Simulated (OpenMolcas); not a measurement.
**C: a chain of runs**

Wanted: a series of 9 runs (ROHF/def2-SVP, CASSCF(4,4)/def2-SVP, CASPT2(4,4)/def2-SVP, CASPT2[IPEA 0](4,4)/def2-SVP, SC-NEVPT2(4,4)/def2-SVP, PC-NEVPT2(4,4)/def2-SVP, MC-PDFT[tPBE](4,4)/def2-SVP, MC-PDFT[ftPBE](4,4)/def2-SVP, and more) of C. 

The calculation is run with OpenMolcas 26.06.

88 further runs of the same task are left out: 88 set aside as unsound or not needed.

## (1) The energy at ROHF/def2-SVP (run 1)

Input file step1.input:

```
* C Hartree-Fock
>>> EXPORT MOLCAS_PRINT=2

&gateway
 baslib=$CurrDir
 coord
 1
 bohr
 C      0.00000000     0.00000000     0.00000000
 basis=def2-SVP
 group=NoSym

&seward

&scf
 uhf
 spin=3
 prorbitals=0

&rasscf
 fileorb=$Project.UnaOrb
 spin=3
 nactel=2 0 0
 inactive=2
 ras2=2
 outorbitals=Canonical
 orblisting=NoCore
```

The basis set def2-SVP is read from a file made from the Basis Set Exchange's data (not shown).

The run is started by

```console
$ export MOLCAS_MEM=1860
$ pymolcas step1.input > step1.log
```

Standard output:

```text
--- Start Module: gateway ---
[...]
--- Stop Module: gateway /rc=_RC_ALL_IS_WELL_ ---
[...]
      Basis functions           14
[...]
--- Start Module: scf ---
[...]
       Convergence after  19 Iterations
[...]
::    Total SCF energy                                -37.6452298613
[...]
      Total spin, S                                     1.0021931278
[...]
--- Stop Module: scf /rc=_RC_ALL_IS_WELL_ ---
--- Start Module: rasscf ---
[...]
      Number of active orbitals                  2
[...]
      Spin quantum number                      1.0
[...]
      Active orbitals                            2
[...]
      Number of CSFs                             1
[...]
      Number of root(s) required                 1
[...]
      Convergence after  7 iterations
[...]
      printout of CI-coefficients larger than  0.05 for root  1
      energy=     -37.641164
      conf/sym  11     Coeff  Weight
             1  uu   1.00000 1.00000
      Natural orbitals and occupation numbers for root  1
      sym 1:   1.000000   1.000000
      ************************************************************************************************************************
      *                                                    Final results                                                     *
[...]
::    RASSCF root number  1 Total energy:    -37.64116365
[...]
      Total electronic charge=    6.000000
      Total            charge=   -0.000000
[...]
      Dipole Moment (debye):
      Origin of the operator (angstrom)=    0.0000    0.0000    0.0000
                   X= -2.6388E-14               Y= -1.7548E-14               Z=  4.8226E-14           Total=  5.7707E-14
      Quadrupole Moment (debye*angstrom):
[...]
--- Stop Module: rasscf /rc=_RC_ALL_IS_WELL_ ---
[...]
```

Wall time 3.3 s (1 thread of Intel Xeon Platinum 8259CL at 2.50GHz (Skylake/Cascade Lake), shared host); peak memory 0.37 GiB.

## (2) The C atom: the energy at CASSCF(4,4)/def2-SVP (run 2)

Input file step2.input:

```
&GATEWAY
BasLib
$CurrDir
Coord
1
bohr
C      0.00000000     0.00000000     0.00000000
Basis
def2-SVP
Group
NoSym
&SEWARD
&RASSCF
FileOrb
$CurrDir/step1.RasOrb
Spin
3
Nactel
4 0 0
Inactive
1
Ras2
4
OrbListing
NoCore
OrbAppear
Compact
```

The basis set def2-SVP is read from a file made from the Basis Set Exchange's data (not shown).

Run the same way, it converges to -37.66003 Eh (log not shown).

Runs 3 to 8 aren't shown in full; the table further down has their settings and results.

## (3) The C atom: a single-point energy at MRCI(4,4)/def2-SVP (run 9)

Input file step9.inp:

```
>>> EXPORT MOLCAS_PRINT=2
&gateway
baslib=$CurrDir
coord
1
bohr
C      0.00000000     0.00000000     0.00000000
basis=def2-SVP
group=NoSym
&seward
&rasscf
fileorb=$CurrDir/step2.RasOrb
spin=3
nactel=4 0 0
inactive=1
ras2=4
orblisting=NoCore
orbappear=Compact
&motra
lumorb
frozen=1
&guga
electrons=4
spin=3
inactive=0
active=4
ciall=1
&mrci
sdci
```

The basis set def2-SVP is read from a file made from the Basis Set Exchange's data (not shown).

Run the same way, it converges to -37.71537 Eh (log not shown).

## (4) All runs side by side

```csv
run,level,active rule,inactive,energy (Eh),dipole moment (D) of the reference,wall time
1,ROHF/def2-SVP,–,–,-37.641164,0.00,3.3 s
2,"CASSCF(4,4)/def2-SVP",full valence,1,-37.660035,0.00,2.4 s
3,"CASPT2(4,4)/def2-SVP",full valence,1,-37.704552,0.00,3 s
4,"CASPT2[IPEA 0](4,4)/def2-SVP",full valence,1,-37.708875,0.00,2.3 s
5,"SC-NEVPT2(4,4)/def2-SVP",full valence,1,-37.703074,0.00,2.6 s
6,"PC-NEVPT2(4,4)/def2-SVP",full valence,1,-37.703142,0.00,2.8 s
7,"MC-PDFT[tPBE](4,4)/def2-SVP",full valence,1,-37.751250,0.00,2.6 s
8,"MC-PDFT[ftPBE](4,4)/def2-SVP",full valence,1,-37.762509,0.00,2.6 s
9,"MRCI(4,4)/def2-SVP",full valence,1,-37.715373,0.00,2.6 s
```

## (5) Summary of results

| quantity | value |
| --- | --- |
| C atom, run 9: total energy | -37.71537 Eh |
| C atom, run 9: dipole moment (CASSCF density) | 0.00 D |

In words: Below the ROHF energy at the same shape and in the same basis (def2-SVP): CASSCF(4,4) -18.9 mEh; CASPT2(4,4) -63.4 mEh; CASPT2[IPEA 0](4,4) -67.7 mEh; SC-NEVPT2(4,4) -61.9 mEh; PC-NEVPT2(4,4) -62.0 mEh; MRCI(4,4) -74.2 mEh. Active-space methods hold only the correlation inside their space unless a perturbation or CI step follows. All runs together took 24 s, the longest 3.3 s.
